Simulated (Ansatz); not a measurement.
**C6H15AlO3: small, medium and large basis sets**

How large a basis does C6H15AlO3 need? Two functionals are run in growing sets.

Method: one geometry, several basis sets; program: Ansatz 0.2.0, Gaussian basis.

The runs, in order: PBE0-D4/def2-SVP; ωB97M-V/def2-SVP; PBE0-D4/def2-QZVPP; ωB97M-V/def2-QZVPP; the functionals' def2-TZVPP values are taken from earlier runs.

## 1. Structure used throughout

An earlier PBE0-D4 in a triple-zeta def2 set relaxation fixed the geometry.

SMILES `CC[O][Al]([O]CC)[O]CC`, 25 atoms, charge 0, spin multiplicity 1.

Atoms are counted from 1 here; the program's logs count them from 0.

Bond lengths: C1–C2 1.513 Å, C1–H11 1.093 Å, C1–H12 1.093 Å, C1–H13 1.093 Å, C2–O3 1.403 Å, C2–H14 1.098 Å, C2–H15 1.096 Å, O3–Al4 1.681 Å, Al4–O5 1.682 Å, Al4–O8 1.682 Å, O5–C6 1.403 Å, C6–C7 1.513 Å, C6–H16 1.096 Å, C6–H17 1.098 Å, C7–H18 1.093 Å, C7–H19 1.093 Å, C7–H20 1.094 Å, O8–C9 1.403 Å and more. Angles: C2–C1–H11 110.6°, C2–C1–H12 110.7°, C2–C1–H13 110.5°, H11–C1–H12 108.1°, H11–C1–H13 108.6°, H12–C1–H13 108.2°, C1–C2–O3 112.3°, C1–C2–H14 109.6°, C1–C2–H15 109.9°, O3–C2–H14 110.2°, O3–C2–H15 107.7°, H14–C2–H15 106.9°, C2–O3–Al4 134.3°, O3–Al4–O5 119.9°, O3–Al4–O8 120.1°, O5–Al4–O8 120.0°, Al4–O5–C6 134.0°, O5–C6–C7 112.3° and more.

## 2. PBE0-D4 in def2-SVP

Contents of in.yaml:

```yaml
crystal:
  periodic: [false, false, false]
  atoms:
    - {symbol: C, position_ang: [1.184962, -2.654387, -1.391849]}
    - {symbol: C, position_ang: [0.720957, -2.817489, 0.039170]}
    - {symbol: O, position_ang: [-0.064862, -1.738084, 0.470995]}
    - {symbol: Al, position_ang: [0.183561, -0.079919, 0.596356]}
    - {symbol: O, position_ang: [-1.061912, 0.917401, 1.127902]}
    - {symbol: C, position_ang: [-2.404288, 0.699263, 1.474589]}
    - {symbol: C, position_ang: [-3.209743, 0.138259, 0.323013]}
    - {symbol: O, position_ang: [1.684762, 0.578613, 0.221087]}
    - {symbol: C, position_ang: [2.194304, 1.885726, 0.181916]}
    - {symbol: C, position_ang: [1.444703, 2.764452, -0.795620]}
    - {symbol: H, position_ang: [1.812787, -1.764832, -1.493066]}
    - {symbol: H, position_ang: [1.769527, -3.521779, -1.710085]}
    - {symbol: H, position_ang: [0.328424, -2.555169, -2.063483]}
    - {symbol: H, position_ang: [1.591007, -2.939607, 0.697393]}
    - {symbol: H, position_ang: [0.118704, -3.728328, 0.134581]}
    - {symbol: H, position_ang: [-2.827159, 1.659002, 1.793144]}
    - {symbol: H, position_ang: [-2.468818, 0.020327, 2.334841]}
    - {symbol: H, position_ang: [-4.256480, 0.007472, 0.610417]}
    - {symbol: H, position_ang: [-3.173080, 0.813879, -0.535270]}
    - {symbol: H, position_ang: [-2.816507, -0.835487, 0.018043]}
    - {symbol: H, position_ang: [2.161445, 2.335959, 1.182587]}
    - {symbol: H, position_ang: [3.250195, 1.824045, -0.105628]}
    - {symbol: H, position_ang: [1.486833, 2.340569, -1.802116]}
    - {symbol: H, position_ang: [0.396110, 2.859530, -0.500305]}
    - {symbol: H, position_ang: [1.881065, 3.766385, -0.828413]}
basis:
  gaussian: {orbitals: def2-SVP}
hamiltonian: {xc: pbe0, dispersion: d4}
output: {orbitals: {seedname: orbitals}}
```

The run is started by

```console
$ ansatz run in.yaml --threads 4 --pin off --events-out ev --progress --plain --max-ram 41984MiB --backend cpu
```

The runs that follow: ωB97M-V in def2-SVP; PBE0-D4 in def2-QZVPP; ωB97M-V in def2-QZVPP.

Before running them: what should the planned runs give, taken together? Wanted: PBE0-D4: double and triple zeta above quadruple; ωB97M-V: double and triple zeta above quadruple.

**Answer**, as computed:

```
                                       quantity           value
PBE0-D4: double and triple zeta above quadruple  17.75, 0.94 eV
ωB97M-V: double and triple zeta above quadruple  18.27, 0.90 eV
```

What this shows: For PBE0-D4 the step from double to triple zeta gains 16.81 eV and the next only 0.94 eV. Total energies overstate the basis error of differences, where much of it tends to cancel. The LUMO of ωB97M-V is positive and keeps falling with the basis (1.88 to 1.02 eV): an unbound level that the basis holds in place.
